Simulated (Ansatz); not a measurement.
# MoRu: the cost of one run

Program: Ansatz 0.2.0, driven from Python. Level of theory: DFT LDA, plane waves, PAW. These are calculated values, not measurements.

## Step 1: The system

MoRu P-6m2: Symmetry: P-6m2, No. 187, hexagonal system. The conventional cell has a = 2.777 Å, b = 2.777 Å, c = 4.464 Å, α = 90.00°, β = 90.00°, γ = 120.00°. Around Mo (site symmetry -6m2) lie 6 Ru at 2.75 Å and 6 Mo at 2.78 Å. Ru (site symmetry -6m2) has 6 Mo at 2.75 Å and 6 Ru at 2.78 Å as nearest neighbours.

MoPd P-6m2: It takes space group P-6m2 (No. 187, hexagonal). The conventional cell has a = 2.794 Å, b = 2.794 Å, c = 4.566 Å, α = 90.00°, β = 90.00°, γ = 120.00°. Mo (site symmetry -6m2) is surrounded by 6 Mo at 2.79 Å and 6 Pd at 2.80 Å. Pd (site symmetry -6m2) is surrounded by 6 Pd at 2.79 Å and 6 Mo at 2.80 Å.

MoOs P-6m2: It takes space group P-6m2 (No. 187, hexagonal). Conventional cell: a = 2.782 Å, b = 2.782 Å, c = 4.507 Å, α = 90.00°, β = 90.00°, γ = 120.00°. Around Mo (site symmetry -6m2) lie 6 Os at 2.77 Å and 6 Mo at 2.78 Å. Os (site symmetry -6m2) is surrounded by 6 Mo at 2.77 Å and 6 Os at 2.78 Å.

No structure file is read: the coordinates are typed or built in the script.

## Step 2: Script

trend.py reads:

```python
from dataclasses import dataclass
import warnings

import ansatz as az
import numpy as np


@dataclass
class Options:
    ecut: int = 320
    mixing_beta: float = 0.4
    kspacing: float = 0.3
    filling: str = "fermi_dirac"
    sigma: float = 0.1


settings = Options()

PHASES = {
    "MoRu": (
        [(2.777415, 0.0, 0.0), (-1.388707, 2.405312, 0.0), (0.0, 0.0, 4.463707)],
        [
            ("Mo", (2 / 3, 1 / 3, 0.0)),
            ("Ru", (1 / 3, 2 / 3, 0.5)),
        ],
    ),
    "MoPd": (
        [(2.793896, 0.0, 0.0), (-1.396948, 2.419585, 0.0), (0.0, 0.0, 4.566371)],
        [
            ("Mo", (2 / 3, 1 / 3, 0.5)),
            ("Pd", (1 / 3, 2 / 3, 0.0)),
        ],
    ),
    "MoOs": (
        [(2.781756, 0.0, 0.0), (-1.390878, 2.409071, 0.0), (0.0, 0.0, 4.507055)],
        [
            ("Mo", (2 / 3, 1 / 3, 0.5)),
            ("Os", (1 / 3, 2 / 3, 0.0)),
        ],
    ),
}


def build(vectors, sites):
    crystal = az.Crystal(lattice=az.Lattice.of(vectors))
    for symbol, position in sites:
        crystal = crystal.atom(symbol, position)
    return crystal


def compute(name, crystal):
    calc = (
        crystal.calculation()
        .functional(az.Functional.LDA)
        .basis(settings.ecut, xc_grid=1)
        .accuracy("medium")
        .mixing("msr1", ndim=12, beta=settings.mixing_beta)
        .kpoints(spacing=settings.kspacing)
        .occupations(settings.filling, width=settings.sigma)
        .stress()
        .band_table()
    )
    calc = calc.relax(force_tolerance=0.01, fix_cell=["shape"])
    return calc.run(threads=1, pin="off")


def volume_per_atom(outcome):
    return abs(np.linalg.det(outcome.lattice.cell_ang)) / len(outcome.lattice.sites)

warnings.simplefilter("ignore", az.DeckWarning)

phases = {name: build(*cell) for name, cell in PHASES.items()}

done = {}
for name, crystal in phases.items():
    try:
        done[name] = compute(name, crystal)
    except az.NonConvergedError as error:
        print(name, "did not converge:", str(error)[:120])

rows = [(name, volume_per_atom(o)) for name, o in done.items()]
print("  compound  V (A^3/atom)")
for row in rows:
    print(f"{str(row[0]):>10}  {row[1]:12.3f}")
```

## Step 3: Launch

The run is started by

```
$ python trend.py
```

Q: Estimate wall time and peak memory on 1 thread of Arm Neoverse V1, shared host.

About 53 s, with a peak of 0.38 GiB.
